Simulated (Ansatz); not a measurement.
# FGeH4NO, SMILES [NH2][GeH]([OH])[F]: a rigid scan of one bond angle

With the Ansatz DFT code, driven from Python.

Typed at the interpreter:
```pycon
>>> import ansatz as az
>>> from ase import Atoms
>>> atoms = Atoms(["N", "Ge", "O", "F", "H", "H", "H", "H"], positions=[
...     (-0.531, 1.3433, 0.1436),
...     (0.3088, -0.2263, -0.1559),
...     (0.2133, -1.2125, 1.3191),
...     (-0.3833, -1.0818, -1.4762),
...     (-1.5772, 1.1422, 0.2991),
...     (-0.5571, 1.9247, -0.7746),
...     (1.8183, 0.0659, -0.5158),
...     (0.8004, -2.0127, 1.1048),
... ])
>>> # relax first, so that the scan starts from a minimum
>>> first = (
...     az.Crystal.molecule_from_ase(atoms).calculation()
...     .basis(gaussian="def2-SVP")
...     .functional("pbe0")
...     .relax(force_tolerance=0.02, max_steps=80)
... )
>>> atoms.positions = first.run(threads=1, backend="cpu").report["positions_ang"]
>>> rows = []
>>> for angle in [85, 95, 105, 115, 125, 140, 160]:
...     bent = atoms.copy()
...     bent.set_angle(1, 2, 7, angle, indices=[7])
...     setup = (
...         az.Crystal.molecule_from_ase(bent).calculation()
...         .basis(gaussian="def2-SVP")
...         .correlation("MP2")
...     )
...     rows.append((angle, setup.run(threads=1, backend="cpu").report["free_energy_ev"]))
...
>>> floor = min(e for _, e in rows)
>>> for angle, e in rows:
...     print(f"angle Ge1-O2-H7 = {angle:3d} deg   {1000 * (e - floor):9.1f} meV")
...
angle Ge1-O2-H7 =  85 deg       376.5 meV
angle Ge1-O2-H7 =  95 deg       128.6 meV
angle Ge1-O2-H7 = 105 deg        14.5 meV
angle Ge1-O2-H7 = 115 deg         0.0 meV
angle Ge1-O2-H7 = 125 deg        58.1 meV
angle Ge1-O2-H7 = 140 deg       227.5 meV
angle Ge1-O2-H7 = 160 deg       480.1 meV
```

The scan is rigid, and the energies are electronic, in a modest basis. The zero is the lowest point of the grid, which needn't be the minimum. The start is relaxed with a density functional and scanned with the wavefunction method, so it isn't exactly that method's minimum. Wall time of the script: 58 s on 1 thread of Arm Neoverse V1, with other jobs on the host, peak memory 0.28 GiB.
